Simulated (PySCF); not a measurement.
# CF3C(O)CH3: NMR shifts at several levels of theory, part 2 of 2

PySCF 2.14.0. Atoms count from 0. Earlier steps stand in the parts before.

**6. NMR shieldings: OPBE/pcSseg-2**

The job: settings as JSON, then the geometry in Å.

```
{"job": {"kind": "nmr", "xc": "OPBE", "basis": "pcSseg-2", "pop": false}, "charge": 0, "multiplicity": 1}
C      1.167310     0.055555    -0.603647
C      0.279667     0.161102     0.596692
O      0.636436     0.433779     1.708033
C     -1.217899    -0.114975     0.327795
F     -1.369325    -1.346985    -0.170629
F     -1.941256    -0.008208     1.423545
F     -1.680920     0.750972    -0.579153
H      2.199048     0.292559    -0.319315
H      1.110886    -0.962044    -1.020242
H      0.818255     0.743005    -1.389359
```

Method: GIAO OPBE/pcSseg-2 NMR shielding, non-relativistic, gas phase.

Output:

```text
coarse grid: 9464 points
cycle   1  E = -490.5958592828  dE =  1.121e+00  |g| = 1.198e+00  |ddm| = 2.209e+00
cycle   2  E = -489.1956441192  dE =  1.400e+00  |g| = 2.976e+00  |ddm| = 3.484e+00
cycle   3  E = -490.7973262679  dE = -1.602e+00  |g| = 4.701e-01  |ddm| = 3.127e+00
cycle   4  E = -490.8341360272  dE = -3.681e-02  |g| = 2.093e-01  |ddm| = 3.861e-01
cycle   5  E = -490.8414669723  dE = -7.331e-03  |g| = 4.827e-02  |ddm| = 1.577e-01
cycle   6  E = -490.8419451342  dE = -4.782e-04  |g| = 1.190e-02  |ddm| = 5.641e-02
cycle   7  E = -490.8419717114  dE = -2.658e-05  |g| = 4.058e-03  |ddm| = 9.467e-03
cycle   8  E = -490.8419749412  dE = -3.230e-06  |g| = 1.097e-03  |ddm| = 2.869e-03
final grid: 95760 points
cycle   9  E = -490.8341448622  dE = -2.464e-04  |g| = 3.081e-02  |ddm| = 8.551e-02
cycle  10  E = -490.8332173959  dE =  9.275e-04  |g| = 7.589e-02  |ddm| = 6.384e-02
cycle  11  E = -490.8342759505  dE = -1.059e-03  |g| = 1.247e-02  |ddm| = 5.325e-02
cycle  12  E = -490.8343019273  dE = -2.598e-05  |g| = 1.819e-03  |ddm| = 7.007e-03
cycle  13  E = -490.8343024790  dE = -5.517e-07  |g| = 4.338e-04  |ddm| = 1.429e-03
cycle  14  E = -490.8343025169  dE = -3.793e-08  |g| = 7.983e-05  |ddm| = 4.169e-04
cycle  15  E = -490.8343025177  dE = -7.842e-10  |g| = 5.060e-05  |ddm| = 7.704e-05
cycle  16  E = -490.8343025181  dE = -3.811e-10  |g| = 1.077e-05  |ddm| = 2.924e-05
converged SCF energy = -490.8343025181

GIAO shielding tensors (ppm)
atom      isotropic    diamagn.    paramagn.     s11        s22        s33       span
  0 C      159.078     252.589     -93.511    139.643    148.466    189.124     49.481
  1 C      -11.677     256.305    -267.982   -105.983    -14.719     85.672    191.656
  2 O     -310.675     397.541    -708.217   -881.690   -400.117    349.781   1231.471
  3 C       59.825     245.134    -185.309     39.367     55.009     85.100     45.733
  4 F      253.166     471.294    -218.128    174.632    252.783    332.082    157.450
  5 F      270.051     466.225    -196.174    200.015    283.834    326.305    126.291
  6 F      253.236     471.276    -218.041    174.807    253.398    331.502    156.695
  7 H       29.255      28.987       0.268     26.232     27.449     34.083      7.851
  8 H       28.639      30.840      -2.201     24.905     28.930     32.082      7.177
  9 H       28.603      30.931      -2.328     24.841     29.060     31.908      7.067
```

Run time: 40 s. Hardware: 1 thread, shared host.

In short: δ C1 196.1, C3 124.6, C0 25.3, O2 639.9, H7 2.37 ppm (means over like atoms).

**7. Nuclear shieldings: mPW1PW91/pcSseg-2**

Settings changed since step 6:

```diff
@@ -1,2 +1,2 @@
-{"job": {"kind": "nmr", "xc": "OPBE", "basis": "pcSseg-2", "pop": false}, "charge": 0, "multiplicity": 1}
+{"job": {"kind": "nmr", "xc": "mPW1PW91", "basis": "pcSseg-2", "pop": false}, "charge": 0, "multiplicity": 1}
 C      1.167310     0.055555    -0.603647
```

Method: GIAO mPW1PW91/pcSseg-2 NMR shielding, non-relativistic, gas phase.

Output:

```text
coarse grid: 9464 points
cycle   1  E = -490.7167955877  dE =  1.232e+00  |g| = 1.206e+00  |ddm| = 2.176e+00
cycle   2  E = -489.9676233806  dE =  7.492e-01  |g| = 2.396e+00  |ddm| = 1.988e+00
cycle   3  E = -490.9538642013  dE = -9.862e-01  |g| = 2.849e-01  |ddm| = 1.580e+00
cycle   4  E = -490.9659694240  dE = -1.211e-02  |g| = 1.332e-01  |ddm| = 2.009e-01
cycle   5  E = -490.9688257625  dE = -2.856e-03  |g| = 1.858e-02  |ddm| = 7.719e-02
cycle   6  E = -490.9688949405  dE = -6.918e-05  |g| = 6.094e-03  |ddm| = 1.551e-02
cycle   7  E = -490.9689017312  dE = -6.791e-06  |g| = 1.564e-03  |ddm| = 4.420e-03
final grid: 95760 points
cycle   8  E = -490.9631962478  dE = -8.130e-05  |g| = 8.187e-03  |ddm| = 3.632e-02
cycle   9  E = -490.9631635073  dE =  3.274e-05  |g| = 1.573e-02  |ddm| = 1.126e-02
cycle  10  E = -490.9632083390  dE = -4.483e-05  |g| = 1.530e-03  |ddm| = 8.286e-03
cycle  11  E = -490.9632087768  dE = -4.377e-07  |g| = 2.748e-04  |ddm| = 9.663e-04
cycle  12  E = -490.9632087863  dE = -9.543e-09  |g| = 1.246e-04  |ddm| = 1.541e-04
cycle  13  E = -490.9632087887  dE = -2.348e-09  |g| = 1.874e-05  |ddm| = 5.863e-05
cycle  14  E = -490.9632087887  dE = -6.287e-11  |g| = 4.270e-06  |ddm| = 1.435e-05
converged SCF energy = -490.9632087887

GIAO shielding tensors (ppm)
atom      isotropic    diamagn.    paramagn.     s11        s22        s33       span
  0 C      158.401     248.129     -89.728    138.676    147.438    189.088     50.412
  1 C      -19.333     253.979    -273.312   -124.857    -18.513     85.372    210.229
  2 O     -347.686     393.972    -741.658   -948.697   -450.524    356.162   1304.859
  3 C       58.762     242.984    -184.221     41.682     52.845     81.761     40.079
  4 F      262.678     470.138    -207.460    179.020    263.777    345.237    166.216
  5 F      277.811     465.836    -188.025    202.367    293.941    337.125    134.758
  6 F      262.743     470.147    -207.403    179.219    264.317    344.694    165.475
  7 H       29.222      28.991       0.231     25.965     27.455     34.246      8.281
  8 H       28.796      30.033      -1.237     25.045     28.968     32.374      7.329
  9 H       28.762      30.106      -1.344     24.981     29.100     32.207      7.226
```

Wall time 28 s (1 thread, shared host).

Key values: δ C1 202.9, C3 124.8, C0 25.1, O2 674.8, H7 2.37 ppm (means over like atoms).

**8. NMR shieldings: BHandHLYP/pcSseg-2**

Settings changed since step 7:

```diff
@@ -1,2 +1,2 @@
-{"job": {"kind": "nmr", "xc": "mPW1PW91", "basis": "pcSseg-2", "pop": false}, "charge": 0, "multiplicity": 1}
+{"job": {"kind": "nmr", "xc": "BHandHLYP", "basis": "pcSseg-2", "pop": false}, "charge": 0, "multiplicity": 1}
 C      1.167310     0.055555    -0.603647
```

Method: GIAO BHandHLYP/pcSseg-2 NMR shielding, non-relativistic, gas phase.

Output:

```text
coarse grid: 9464 points
cycle   1  E = -490.6014350597  dE =  1.331e+00  |g| = 1.211e+00  |ddm| = 2.150e+00
cycle   2  E = -490.3092303639  dE =  2.922e-01  |g| = 1.821e+00  |ddm| = 1.452e+00
cycle   3  E = -490.8605644912  dE = -5.513e-01  |g| = 1.786e-01  |ddm| = 9.824e-01
cycle   4  E = -490.8651366948  dE = -4.572e-03  |g| = 9.168e-02  |ddm| = 1.165e-01
cycle   5  E = -490.8665170363  dE = -1.380e-03  |g| = 1.056e-02  |ddm| = 5.500e-02
cycle   6  E = -490.8665422346  dE = -2.520e-05  |g| = 4.052e-03  |ddm| = 9.745e-03
cycle   7  E = -490.8665463438  dE = -4.109e-06  |g| = 1.350e-03  |ddm| = 4.771e-03
final grid: 95760 points
cycle   8  E = -490.8627349650  dE = -3.565e-05  |g| = 3.704e-03  |ddm| = 2.153e-02
cycle   9  E = -490.8627346901  dE =  2.748e-07  |g| = 4.017e-03  |ddm| = 3.418e-03
cycle  10  E = -490.8627373052  dE = -2.615e-06  |g| = 6.365e-04  |ddm| = 1.931e-03
cycle  11  E = -490.8627373666  dE = -6.136e-08  |g| = 2.991e-04  |ddm| = 4.146e-04
cycle  12  E = -490.8627373814  dE = -1.480e-08  |g| = 5.534e-05  |ddm| = 2.036e-04
cycle  13  E = -490.8627373820  dE = -5.894e-10  |g| = 1.696e-05  |ddm| = 3.322e-05
converged SCF energy = -490.8627373820

GIAO shielding tensors (ppm)
atom      isotropic    diamagn.    paramagn.     s11        s22        s33       span
  0 C      160.186     244.238     -84.052    142.035    148.592    189.931     47.896
  1 C      -17.812     252.792    -270.604   -131.523    -11.494     89.582    221.105
  2 O     -351.194     393.362    -744.556   -945.052   -471.026    362.497   1307.549
  3 C       64.443     241.032    -176.588     50.849     57.948     84.532     33.683
  4 F      276.367     470.056    -193.689    190.172    278.352    360.576    170.404
  5 F      289.349     465.911    -176.562    210.409    305.985    351.653    141.244
  6 F      276.433     470.067    -193.634    190.387    278.835    360.076    169.689
  7 H       29.275      28.954       0.321     25.816     27.539     34.470      8.654
  8 H       28.989      29.765      -0.776     25.190     29.053     32.725      7.535
  9 H       28.959      29.832      -0.872     25.124     29.185     32.569      7.445
```

It took 27 s on 1 thread, shared host.

This run: δ C1 202.1, C3 119.8, C0 24.1, O2 677.8, H7 2.37 ppm (means over like atoms).

**9. Comparing the runs: NMR shifts**

Shifts (ppm), means over like atoms, with basis size and wall time (the measured row can stand on another reference than the computed rows):

```tsv
run	C1	C3	C0	H7	O2	F4	functions	time
HF/pcSseg-2	197.5	108.2	22.5	2.35	669.5	-62.1	294	17 s
PBE0/pcSseg-2	202.8	124.6	25.0	2.37	675.1	-91.3	294	30 s
B3LYP/pcSseg-2	203.2	126.3	24.9	2.38	670.4	-93.0	294	28 s
OPBE/pcSseg-2	196.1	124.6	25.3	2.37	639.9	-103.7	294	40 s
mPW1PW91/pcSseg-2	202.9	124.8	25.1	2.37	674.8	-90.6	294	28 s
BHandHLYP/pcSseg-2	202.1	119.8	24.1	2.37	677.8	-78.7	294	27 s
measured	–	–	–	–	–	-80.5	–	–
```

Measured: G. Saielli, R. Bini, A. Bagno, Computational 19F NMR. 2. Organic compounds, RSC Adv. 2014, ESI (exp. from Berger-Braun-Kalinowski 1994 and Everett 1995).

**10. What came out**

What follows sums up all 2 parts.

| quantity | value |
| --- | --- |
| point group | Cs |
| rotational constants (main isotopes) | 3.68, 2.48, 2.03 GHz |
| 13C shifts against TMS (HF/pcSseg-2) | 197.5, 108.2, 22.5 ppm |
| 1H shifts against TMS (HF/pcSseg-2, means over atoms taken as alike) | 2.35 ppm |
| 17O shifts against H2O (HF/pcSseg-2) | 669.5 ppm |
| 19F shifts against CFCl3 (HF/pcSseg-2, means over atoms taken as alike) | -62.1 ppm |
| measured, and computed on the same scale | F4 δ -80.5, -62.1 ppm |
| range of the shift of F4 | -103.7 to -62.1 ppm |

What this shows: Single values in the summary come from the first run of each kind that ended normally (HF/pcSseg-2), which need not be the best level. Relaxing lowered the energy by 0.033 eV in 9 steps; the close pair that moved most is C1–C3, from 1.564 to 1.546 Å. C1 (ketone carbonyl carbon) lies farthest downfield among carbon, at 197.5 ppm; the double bond to the heteroatom, with no lone-pair donor beside it, deshields it most. At HF/pcSseg-2: The largest span, 1299 ppm, is at O2, where the paramagnetic term is -737 ppm. The one measured 19F shift is missed by +18.4 ppm (computed less measured, unscaled). Vibration, temperature and solvent are missing from the calculation, and it holds one conformer, so part of the miss against the measured shifts is not the functional's. Across the 6 runs the shift of F4 (with its like atoms) moves most, between -103.7 (OPBE/pcSseg-2) and -62.1 ppm (HF/pcSseg-2). For the one measured 19F shift, BHandHLYP/pcSseg-2 misses least (1.8 ppm, 27 s) and OPBE/pcSseg-2 most (23.2 ppm, 40 s); the quickest, HF/pcSseg-2, misses by 18.4 ppm in 17 s. One molecule ranks no method: errors cancel, and vibration and temperature are missing from all runs.
